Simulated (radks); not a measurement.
# Cd⁴⁺ in [Kr] 4d8: an all-electron calculation

An exercise on one series of results from a longer session: the logs are not shown, and one member is left open.

Method: scalar-relativistic Kohn-Sham, PBE, spin-polarised, spherical densities, finite nucleus; open shells are filled with parallel spins first. Code: radks (a radial shooting solver on a logarithmic mesh, Libxc functionals) version 1.

## Starting point

* element: cadmium (Z = 48)
* charge: +4
* electrons: 44
* configuration: [Kr] 4d8
* nuclear rms radius: 4.6087 fm

Outer shells as boxes (Hund's rule):

Cd⁴⁺
```
[Kr] core
4d [↑↓][↑↓][↑↓][↑ ][↑ ]
```

Set-up of the first run:

Settings of this run:

```text
Z 48
configuration [Kr] 4d8
relativity scalar-relativistic
functional pbe,pbe
spin polarised
nucleus finite rms 4.6087 fm
c 137.035999084
```

One of the session's tables, all rows but one given; the rest of the session is left out.

It belongs to the step «Orbitals and density». Sizes of the orbitals, from the radial functions (bohr):

```
  level      <r>  outermost maximum (interpolated)  90 % within  nodes
1s down  0.03040                            0.0197       0.0546      0
  1s up  0.03040                            0.0197       0.0546      0
  2s up   0.1317                             0.111        0.203      1
2s down   0.1317                             0.111        0.203      1
  2p up   0.1149                            0.0890        0.187      0
2p down   0.1149                            0.0890        0.187      0
  3s up   0.3583                             0.324        0.527      2
3s down        ?                                 ?            ?      ?
  3p up   0.3570                             0.317        0.537      1
3p down   0.3570                             0.317        0.537      1
  3d up   0.3346                             0.266        0.529      0
3d down   0.3345                             0.266        0.528      0
  4s up   0.8714                             0.794         1.26      3
4s down   0.8708                             0.793         1.26      3
  4p up   0.9432                             0.841         1.38      2
4p down   0.9431                             0.841         1.39      2
  4d up    1.149                             0.956         1.76      1
4d down    1.155                             0.955         1.78      1
```

Q: Estimate the row for 3s down from the others.

**Answer.** <r>: 0.3582; outermost maximum (interpolated): 0.324; 90 % within: 0.527; nodes: 2. In the column «<r>» it lies between 3p down (0.3570) and 3s up (0.3583).

Limits of these values: Open shells are spherical and high-spin; term and fine-structure splittings are not resolved.
